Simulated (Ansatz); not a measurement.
# MP2/6-31G(d) (spherical functions) run of Si2H4F2 (SMILES F[SiH2][SiH2]F)

What is the electronic atomisation energy of Si2H4F2 at MP2/6-31G* (spherical functions)? 

The calculation is run with Ansatz 0.2.0.

56 further runs of the same task are left out: 56 set aside as unsound or not needed.

## (1) The structure to begin with

Si2H4F2 has 8 atoms, charge 0, and is taken as a singlet. As SMILES, `F[SiH2][SiH2]F`. Geometry: relaxed at PBE0-D4/def2-TZVP. This is one conformer, not always the lowest.

Bond lengths: F1–Si2 1.605 Å, Si2–Si3 2.350 Å, Si3–F4 1.605 Å, Si2–H5 1.485 Å, Si2–H6 1.487 Å, Si3–H7 1.487 Å, Si3–H8 1.485 Å. Some angles: F1–Si2–Si3 110.4°, Si2–Si3–F4 110.4°, F1–Si2–H5 108.0°, F1–Si2–H6 108.1°, Si3–Si2–H5 111.7°, Si3–Si2–H6 109.2°, Si2–Si3–H7 109.2°, Si2–Si3–H8 111.7°, F4–Si3–H7 108.1°, F4–Si3–H8 108.0°.

## (2) A single-point energy at MP2/6-31G(d) (spherical functions)

run.yaml

```yaml
basis:
  gaussian:
    orbitals: 6-31G_st_-spherical.json
crystal:
  periodic: [false, false, false]
  atoms:
    - {symbol: F, position_ang: [-1.934800, 1.205800, -0.274500]}
    - {symbol: Si, position_ang: [-0.357800, 1.128100, 0.012400]}
    - {symbol: Si, position_ang: [0.358600, -1.109600, 0.044100]}
    - {symbol: F, position_ang: [0.281000, -1.742000, -1.428800]}
    - {symbol: H, position_ang: [0.340100, 1.914200, -1.037000]}
    - {symbol: H, position_ang: [-0.099800, 1.743700, 1.341600]}
    - {symbol: H, position_ang: [1.774800, -1.164000, 0.495400]}
    - {symbol: H, position_ang: [-0.477100, -1.941900, 0.946800]}
correlation:
  method: mp2
  frozen_orbitals: {F: 1, H: 0, Si: 5}
accuracy: high
```

The basis set 6-31G* is read from a file made from the Basis Set Exchange's data (not shown).

Run with:

```console
$ ansatz run run.yaml --threads 1 --pin off --max-ram 3480MiB --events-out events.jsonl --progress --plain --runs-dir runs
```

Log:

```text
Warning: RAYON_NUM_THREADS=1 ignored (pool sized by the plan → 1); use --threads N
Functional definition: HF
  name "HF"
  exchange = exact_x
  correlation = 0
1574 factors; integrals over basis functions are off by at most 4.2e-9 eV
mean field evaluation 1: about -21198.7742 eV, gradient 3.4e1 eV
mean field evaluation 2: about -21198.8714 eV, gradient 3.4e1 eV
mean field evaluation 4: about -21201.4727 eV, gradient 2.3e0 eV
mean field evaluation 8: about -21201.5004 eV, gradient 6.4e-2 eV
mean field -21201.50043726 eV, -779.1407701761 hartree, gradient 3.6e-8 eV, S^2 0.000000; 0 other end points of the search recorded, 0 dependent functions left out
12 core orbitals not correlated: weight in the atoms' cores, before any rotation towards them, 1.000 or more for the frozen orbitals, at most 0.000 for the correlated occupied ones
reference -21201.50043726 eV, -779.1407701761 hartree; 13, 13 occupied and 47, 47 virtual orbitals, 1574 factors
second order -13.50263670 eV of doubles, -0.00000000 eV of singles
Total energy: -21215.00307396 eV, -779.6369829224 hartree
```

Run time: 2.1 s. Hardware: 1 thread of Arm Neoverse V2, shared host; peak memory 0.17 GiB.

## (3) The F atom

in.yaml

```yaml
crystal:
  periodic: [false, false, false]
  atoms:
    - symbol: F
      position_ang: [0.000000, 0.000000, 0.000000]
basis:
  gaussian:
    orbitals: 6-31G_st_-spherical.json
correlation:
  method: mp2
  frozen_orbitals: {F: 1}
magnetization:
  spin_polarized: true
  initial_magnetization: 1
accuracy: high
```

The basis set 6-31G* is read from a file made from the Basis Set Exchange's data (not shown).

Run the same way, it converges to -99.48533 Eh (log not shown).

## (4) The H atom: a single-point energy at UHF/6-31G(d) (spherical functions)

input.yaml

```yaml
crystal:
  periodic: [false, false, false]
  atoms:
    - {symbol: H, position_ang: [0.000000, 0.000000, 0.000000]}
basis:
  gaussian:
    orbitals: "6-31G*"
magnetization:
  spin_polarized: true
  initial_magnetization: 1
hamiltonian:
  xc: hf
accuracy: high
```

Run the same way, it converges to -0.49823 Eh (log not shown).

## (5) The Si atom

in.yaml

```yaml
basis:
  gaussian: {orbitals: 6-31G_st_-spherical.json}
crystal:
  periodic: [false, false, false]
  atoms:
    - {symbol: Si, position_ang: [0.000000, 0.000000, 0.000000]}
magnetization: {spin_polarized: true, initial_magnetization: 2}
correlation: {method: mp2, frozen_orbitals: {Si: 5}}
accuracy: high
```

The basis set 6-31G* is read from a file made from the Basis Set Exchange's data (not shown).

Run the same way, it converges to -288.87085 Eh (log not shown).

## (6) Summary of results

At MP2/6-31G* (spherical functions), 12 core orbitals frozen:

```
                                              quantity          value
                                molecule: total energy  -779.63698 Eh
molecule: correlation energy (12 core orbitals frozen)     -496.2 mEh
                                  F atom: total energy   -99.48533 Eh
    F atom: correlation energy (1 core orbital frozen)     -121.9 mEh
             F atom: ⟨S²⟩ of the reference determinant          0.753
                                  H atom: total energy    -0.49823 Eh
                                          H atom: ⟨S²⟩          0.750
                                 Si atom: total energy  -288.87085 Eh
  Si atom: correlation energy (5 core orbitals frozen)      -39.8 mEh
            Si atom: ⟨S²⟩ of the reference determinant          2.006
                         electronic atomisation energy      25.352 eV
```

In words: Taking the molecule apart into free atoms costs 25.35 eV (2446 kJ/mol), before zero-point energy and without spin-orbit coupling.
